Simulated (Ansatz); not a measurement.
# ScAlN2: the cost of one run

Program: Ansatz 0.2.0. Level of theory: DFT PBEsol, scalar-relativistic, plane waves, PAW. These are calculated values, not measurements.

2 further runs of the same task are left out: 2 set aside as unsound or not needed.

### 1 The structure to begin with

The structure is tetragonal, space group I4_1/amd (No. 141). The conventional cell has a = 4.350 Å, b = 4.350 Å, c = 8.346 Å, α = 90.00°, β = 90.00°, γ = 90.00°. Sc (site symmetry -4m2) is surrounded by 6 N at 2.18 Å. Al (site symmetry -4m2) is surrounded by 6 N at 1.99 to 2.18 Å. N (site symmetry 2mm) has 3 Al at 1.99 to 2.18 Å and 3 Sc at 2.18 Å in its first shell of neighbours.

Coordinates:

```xyz
8
Lattice="-2.1748 2.1748 4.1732 2.1748 -2.1748 4.1732 2.1748 2.1748 -4.1732" Properties=species:S:1:pos:R:3 pbc="T T T"
Sc    0.0000    2.1748    2.0866
Sc    0.0000    0.0000    0.0000
Al    2.1748    0.0000    2.0866
Al    0.0000    0.0000    4.1732
N     2.1748    0.0000    4.0773
N     0.0000    0.0000    2.1825
N     2.1748    0.0000    0.0959
N     0.0000    0.0000    6.1639
```

It goes back to an entry of the Materials Project, which need not be the stable form.

This cell was relaxed beforehand with the same method: volume 9.87 Å³/atom, gap on the mesh 0.86 eV.

### 2 The undisturbed cell

File input.yaml:

```yaml
crystal:
  lattice:
    - [-2.1748475949, 2.1748475949, 4.1732326356]
    - [2.1748475949, -2.1748475949, 4.1732326356]
    - [2.1748475949, 2.1748475949, -4.1732326356]
  atoms:
    - { symbol: Sc, position: [0.75, 0.25, 0.5] }
    - { symbol: Sc, position: [0.0, 0.0, 0.0] }
    - { symbol: Al, position: [0.25, 0.75, 0.5] }
    - { symbol: Al, position: [0.5, 0.5, 0.0] }
    - { symbol: "N", position: [0.4885064509, 0.9885064509, 0.5] }
    - { symbol: "N", position: [0.2614935491, 0.2614935491, 0.0] }
    - { symbol: "N", position: [0.0114935491, 0.5114935491, 0.5] }
    - { symbol: "N", position: [0.7385064509, 0.7385064509, 0.0] }
basis:
  ecutwfc: 420
kpoints:
  mp_grid: { grid: [8, 8, 8] }
hamiltonian:
  xc: pbesol
scf:
  occupations: { method: gaussian, width: 0.05 }
output:
  forces: true
  stress: true
  eigenvalues: true
  write_density: true
  write_potential: true
  elf: true
  volumetric_format: npy
```

Run with:

```console
ansatz run input.yaml --threads 2 --pin off --max-ram 5120MiB --backend cpu --events-out ev --progress --plain --runs-dir out
```

What time and memory should one allow on 2 threads of Intel Xeon at 2.50GHz (Skylake/Cascade Lake), shared host?

About 14 s, with a peak of 0.47 GiB.
